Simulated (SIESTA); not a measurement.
Crystal: Lu3AlN.

```xyz
5
Lattice="4.6031 0.0000 0.0000 0.0000 4.6031 0.0000 0.0000 0.0000 4.6031" Properties=species:S:1:pos:R:3 pbc="T T T"
Lu    0.0000    2.3016    2.3016
Lu    2.3016    0.0000    2.3016
Lu    2.3016    2.3016    0.0000
Al    0.0000    0.0000    0.0000
N     2.3016    2.3016    2.3016
```

The cell comes from a database or a generator and needn't be the stable form of this composition.

- Program: SIESTA 5.4.2
- Task: single point
- Functional: PBEsol
- Potentials or basis: PseudoDojo 0.4 standard (PBEsol files)
- Basis: DZP (energy shift 0.003 Ry; two zetas on semicore shells)
- Grid cutoff: 800 Ry
- Energy shift: 0.003 Ry
- k mesh: 6 × 6 × 6
- Occupations: fermi-dirac, width 0.05 eV
- Spin: no spin polarisation

On this cell: pressure -1.5 GPa; largest force zero by symmetry; band gap on the k mesh none (metal or under the smearing width).

The same run follows on a disturbed copy (atoms moved at random, drawn with an rms of 0.05 Å):

```xyz
5
Lattice="4.6031 0.0000 0.0000 0.0000 4.6031 0.0000 0.0000 0.0000 4.6031" Properties=species:S:1:pos:R:3 pbc="T T T"
Lu   -0.0347    2.2579    2.2992
Lu    2.3201    0.0138    2.3250
Lu    2.3466    2.2940    0.0281
Al    0.0206    0.0496   -0.0370
N     2.2713    2.3488    2.2862
```

Question: What does the disturbed cell give?

Answer: The energy (extrapolated to zero smearing) moves by +13.1 meV/atom; pressure -1.4 GPa; largest force 0.760 eV/Å; band gap on the k mesh none (metal or under the smearing width).

Forces in eV/Å, atoms in the order of the input:
```
Lu   0.605  0.454  0.079
Lu  -0.267 -0.058 -0.095
Lu  -0.456  0.196 -0.475
Al  -0.086 -0.161  0.159
N    0.209 -0.428  0.333
```

Stress tensor (GPa, compression positive):
```
-1.55  0.06  0.01
 0.06 -1.38 -0.02
 0.01 -0.02 -1.31
```

Caveats: the basis of atomic orbitals isn't converged, which shifts pressures, moduli and gaps.
